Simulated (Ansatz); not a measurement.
# ZnGa4O2: the cost of one run

Method: DFT PBE, scalar-relativistic, plane waves, PAW, unless a step names another level, in Ansatz 0.2.0.

14 further runs of the same task are left out: 2 that didn't finish, 12 set aside as unsound or not needed.

### Step 1. The formula and the candidates

Pauling electronegativities: Zn 1.65, Ga 1.81, O 3.44 (spread 1.79). No set of common oxidation states balances it. Tabulated atomic sizes suggest about 15 Å³/atom. 24 candidates were drawn, by swapping species into database cells of other compounds, at random by space group and Wyckoff sites, or by hand, as the table says:

```
name                                                     made from  space group no.               Wyckoff sites  atoms (primitive cell)  V (Å³/atom)
 c01  built by hand: anti-beta-Cu2HgI4 (ordered defect zincblende)              121          Zn 2a; Ga 8i; O 4d                       7         14.6
 c02                                                        random               38          Zn 2b; Ga 8f; O 4d                       7         18.5
 c03                                                        random               38  Zn 2b; Ga 4c, 2a, 2b; O 4e                       7         17.8
 c04                                     database cell of Eu2CuTe4              115  Zn 1c; Ga 2g, 1b, 1a; O 2g                       7         14.4
 c05                                                        random              191          Zn 1b; Ga 4h; O 2e                       7         15.2
 c06                                      database cell of LiTa2S4              164      Zn 1b; Ga 2d, 2d; O 2c                       7         13.8
 c07                                                        random              191      Zn 1a; Ga 3f, 1b; O 2d                       7         16.8
 c08           built by hand: Na2HgO2-derived with extra Ga layers              139      Zn 2a; Ga 4e, 4e; O 4e                       7         14.6
 c09                                                        random               71  Zn 2b; Ga 2a, 4i, 2d; O 4j                       7         16.8
 c10                                                        random              187  Zn 1a; Ga 3k, 1f; O 1d, 1c                       7         15.8
 c11                                                        random              191      Zn 1b; Ga 3f, 1a; O 2e                       7         18.5
 c12                                                        random              191          Zn 1a; Ga 4h; O 2c                       7         16.8
 c13      built by hand: anti-PbO oxide slab with Ga-Zn metal slab              115  Zn 1d; Ga 2g, 2f; O 1a, 1b                       7         14.6
 c14                                                        random               25  Zn 1b; Ga 1b, 1d, 2e; O 2g                       7         16.9
 c15                                      database cell of ZrV2Ga4              139          Zn 2a; Ga 8h; O 4d                       7         13.7
 c16                                       database cell of Ca4P2O              139      Zn 2a; Ga 4e, 4c; O 4e                       7         16.0
 c17                                                        random               81      Zn 1a; Ga 4h; O 1d, 1b                       7         14.6
 c18                                                        random              123      Zn 1d; Ga 2f, 2h; O 2g                       7         15.4
 c19                                      database cell of Dy2CuO4              139      Zn 2a; Ga 4c, 4d; O 4e                       7         13.4
 c20                                                        random               75          Zn 1a; Ga 4d; O 2c                       7         15.0
 c21                 built by hand: Zn-intercalated anti-CdI2 Ga2O              164      Zn 1a; Ga 2d, 2d; O 2c                       7         14.5
 c22                                                        random              123  Zn 1b; Ga 1d, 1c, 2f; O 2g                       7         18.0
 c23                                                        random              191      Zn 1a; Ga 3f, 1b; O 2c                       7         15.1
 c24                                     database cell of Rb2CrCl4               12      Zn 2a; Ga 4e, 4i; O 4i                       7         14.6
```

### Step 2. Screening run of c01

input.yaml reads:

```yaml
crystal:
  lattice:
    - [-2.335, 2.335, 4.68]
    - [2.335, -2.335, 4.68]
    - [2.335, 2.335, -4.68]
  atoms:
    - { symbol: Zn, position: [0.0, 0.0, 0.0] }
    - { symbol: Ga, position: [0.85, 0.43, 0.0] }
    - { symbol: Ga, position: [0.43, 0.85, 0.0] }
    - { symbol: Ga, position: [0.15, 0.15, 0.58] }
    - { symbol: Ga, position: [0.57, 0.57, 0.42] }
    - { symbol: O, position: [0.25, 0.75, 0.5] }
    - { symbol: O, position: [0.75, 0.25, 0.5] }
basis:
  ecutwfc: 420
kpoints:
  mp_grid: { grid: [5, 5, 5] }
hamiltonian:
  xc: pbe
scf:
  occupations: { method: gaussian, width: 0.2 }
  lower_state_search: "off"
output:
  forces: true
  stress: true
  eigenvalues: true
relax:
  adjacent_minimum: "off"
  f_tol: 0.08
  max_steps: 16
  cell: { stress_tol: 0.8 }
```

Launch:

```
ansatz run input.yaml --threads 1 --pin off --max-ram 2560MiB --backend cpu --events-out ev --progress --plain --runs-dir out
```

**Question.** How long does this run take on 1 thread of Intel Xeon at 2.50GHz (Skylake/Cascade Lake), shared host, and how much memory does it need?

About 6.1 min, with a peak of 0.46 GiB.
